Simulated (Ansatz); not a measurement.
**CHFGaN: basis-set convergence**

Aim: see how fast density functionals converge with the basis set for CHFGaN.

Program: Ansatz 0.2.0, Gaussian basis. Level of theory: one geometry, several basis sets. These are calculated values, not measurements.

Levels to be run: PBE0-D4/def2-SVP; ωB97M-V/def2-SVP; PBE0-D4/def2-QZVPP; ωB97M-V/def2-QZVPP; the functionals' def2-TZVPP values are taken from earlier runs.

## 1. Structure used throughout

The geometry comes from an earlier relaxation with PBE0-D4 in a triple-zeta def2 set; it is a stationary point.

SMILES `N#[C][GaH][F]`, 5 atoms, charge 0, spin multiplicity 1.

Atoms are counted from 1 here; the program's logs count them from 0.

Bond lengths: N1–C2 1.152 Å, C2–Ga3 1.931 Å, Ga3–F4 1.741 Å, Ga3–H5 1.539 Å. Angles: N1–C2–Ga3 177.5°, C2–Ga3–F4 112.3°, C2–Ga3–H5 127.5°, F4–Ga3–H5 120.2°.

## 2. PBE0-D4 in def2-SVP

File in.yaml:

```yaml
crystal:
  periodic: [false, false, false]
  atoms:
    - {symbol: N, position_ang: [1.214049, -1.657172, 1.266042]}
    - {symbol: C, position_ang: [0.640993, -0.864700, 0.656254]}
    - {symbol: Ga, position_ang: [-0.259728, 0.518981, -0.345529]}
    - {symbol: F, position_ang: [-1.724660, -0.053483, -1.092567]}
    - {symbol: H, position_ang: [0.179245, 1.982674, -0.525601]}
basis:
  gaussian: {orbitals: def2-SVP}
hamiltonian: {xc: pbe0, dispersion: d4}
output: {orbitals: {seedname: orbitals}}
```

The runs that follow: ωB97M-V in def2-SVP; PBE0-D4 in def2-QZVPP; ωB97M-V in def2-QZVPP.

Q: Predict the results of all the runs planned. Wanted: PBE0-D4: double and triple zeta above quadruple; ωB97M-V: double and triple zeta above quadruple.

As calculated:

```
                                       quantity           value
PBE0-D4: double and triple zeta above quadruple  14.57, 1.49 eV
ωB97M-V: double and triple zeta above quadruple  14.64, 1.42 eV
```

**Reading.** For PBE0-D4 the step from double to triple zeta gains 13.08 eV and the next only 1.49 eV. Total energies overstate the basis error of differences, where much of it tends to cancel.
